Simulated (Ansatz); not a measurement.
# CH₃ClOZn: basis-set convergence

How large a basis does CH₃ClOZn need? Two functionals are run in growing sets.

The runs use Ansatz 0.2.0, Gaussian basis; one geometry, several basis sets.

Plan: PBE0-D4/def2-SVP; ωB97M-V/def2-SVP; PBE0-D4/def2-QZVPP; ωB97M-V/def2-QZVPP; the functionals' def2-TZVPP values are taken from earlier runs.

### 1 Structure used throughout

The geometry comes from an earlier relaxation with PBE0-D4 in a triple-zeta def2 set; it is a stationary point, not always the lowest conformer.

SMILES `[OH][Zn][CH2]Cl`, 7 atoms, charge 0, spin multiplicity 1.

Atoms are counted from 1 here; the program's logs count them from 0.

Bond lengths: O1–Zn2 1.773 Å, O1–H5 0.958 Å, Zn2–C3 1.932 Å, C3–Cl4 1.798 Å, C3–H6 1.089 Å, C3–H7 1.089 Å. Angles: Zn2–O1–H5 116.7°, O1–Zn2–C3 177.5°, Zn2–C3–Cl4 107.9°, Zn2–C3–H6 113.2°, Zn2–C3–H7 113.2°, Cl4–C3–H6 106.9°, Cl4–C3–H7 106.9°, H6–C3–H7 108.4°.

### 2 PBE0-D4 in def2-SVP

in.yaml reads:

```yaml
crystal:
  periodic: [false, false, false]
  atoms:
    - {symbol: O, position_ang: [-0.953165, 2.141237, -0.925343]}
    - {symbol: Zn, position_ang: [-0.184898, 0.699129, -0.237449]}
    - {symbol: C, position_ang: [0.724721, -0.827526, 0.521236]}
    - {symbol: Cl, position_ang: [-0.294545, -2.279722, 0.231009]}
    - {symbol: H, position_ang: [-1.849781, 2.039591, -1.247828]}
    - {symbol: H, position_ang: [1.691750, -1.022463, 0.060086]}
    - {symbol: H, position_ang: [0.865929, -0.750246, 1.598299]}
basis:
  gaussian: {orbitals: def2-SVP}
hamiltonian: {xc: pbe0, dispersion: d4}
output: {orbitals: {seedname: orbitals}}
```

Further steps of the session: ωB97M-V in def2-SVP; PBE0-D4 in def2-QZVPP; ωB97M-V in def2-QZVPP.

Before running them: what should the planned runs give, taken together? Wanted: PBE0-D4: double and triple zeta above quadruple; ωB97M-V: double and triple zeta above quadruple.

The runs gave:

| quantity | value |
| --- | --- |
| PBE0-D4: double and triple zeta above quadruple | 17.14, 1.78 eV |
| ωB97M-V: double and triple zeta above quadruple | 17.15, 1.72 eV |

PBE0-D4 gains 15.36 eV from double to triple zeta, then 1.78 eV more. Total energies overstate the basis error of differences, where much of it tends to cancel. The LUMO of ωB97M-V is positive and keeps falling with the basis (1.02 to 0.44 eV): an unbound level that the basis holds in place.
